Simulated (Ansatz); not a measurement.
# Cl2H2HfO2: molecular dynamics

The plan is to follow the molecule's vibrations and see whether its bonds hold. The start is relaxed first. Runs: 300 steps of 0.5 fs at constant energy, with velocities drawn for 1000 K.

Program: Ansatz 0.2.0. Level of theory: RHF/def2-SVP. These are calculated values, not measurements.

## 1. Starting point

Bond lengths: Hf1–Cl2 2.520 Å, Hf1–O3 2.070 Å, O3–H4 1.010 Å, Hf1–Cl5 2.518 Å, Hf1–O6 2.069 Å, O6–H7 1.010 Å. Angles: Cl2–Hf1–O3 109.4°, Cl2–Hf1–Cl5 109.5°, Cl2–Hf1–O6 109.5°, O3–Hf1–Cl5 109.5°, O3–Hf1–O6 109.5°, Cl5–Hf1–O6 109.5°, Hf1–O3–H4 109.5°, Hf1–O6–H7 109.5°.

As a file:

```xyz
7

Hf    0.0000    0.0000    0.0000
Cl    0.0000    0.0000    2.5200
O     1.9520    0.0000   -0.6893
H     2.2684   -0.9521   -0.8060
Cl   -1.1869    2.0563   -0.8392
O    -0.9750   -1.6891   -0.6893
H    -1.4296   -2.1548    0.0831
```

## 2. Relaxing the start

input.yaml reads:

```yaml
crystal:
  periodic: [false, false, false]
  atoms:
    - { symbol: Hf, position_ang: [0.0, 0.0, 0.0] }
    - { symbol: Cl, position_ang: [0.0, 0.0, 2.52] }
    - { symbol: O, position_ang: [1.952, 0.0, -0.6893] }
    - { symbol: H, position_ang: [2.2684, -0.9521, -0.806] }
    - { symbol: Cl, position_ang: [-1.1869, 2.0563, -0.8392] }
    - { symbol: O, position_ang: [-0.975, -1.6891, -0.6893] }
    - { symbol: H, position_ang: [-1.4296, -2.1548, 0.0831] }
basis:
  gaussian: { orbitals: def2-SVP }
hamiltonian:
  xc: hf
relax:
  f_tol: 0.02
  max_steps: 40
```

Command:

```bash
$ ansatz run input.yaml --threads 1 --pin off --max-ram 2048MiB --backend cpu --events-out ev --progress --plain --runs-dir out
```

Further steps of the session: The run.

Before running it: what results should come out? Wanted: relaxation of the start; temperature, first and last step; temperature, second half; potential energy, second half; largest change of the total energy; bonds formed or broken.

**Answer**, as computed:

| quantity | value |
| --- | --- |
| relaxation of the start | 6 moves, 1.458 eV lower |
| length | 300 steps of 0.5 fs |
| temperature, first and last step | 1000 and 622 K |
| temperature, second half | mean 537 K, from 231 to 802 K |
| potential energy, second half | +43 meV/atom from the start |
| largest change of the total energy | 0.04 meV/atom |
| bonds formed or broken | 0 |

What this shows: The temperature starts at 1000 K and averages 537 K in the second half, where it ranges from 231 to 802 K; a mean near half the start is what vibrations about a minimum give, since they share energy equally between motion and strain. The total energy strays from its start by at most 0.04 meV/atom, under 0.1 % of the mean kinetic energy, so a step of 0.5 fs is short enough over this time. The bonds all hold. 150 fs on 7 atoms is far too short and small for converged averages. The nuclei move classically, without zero-point motion, which matters most for hydrogen.
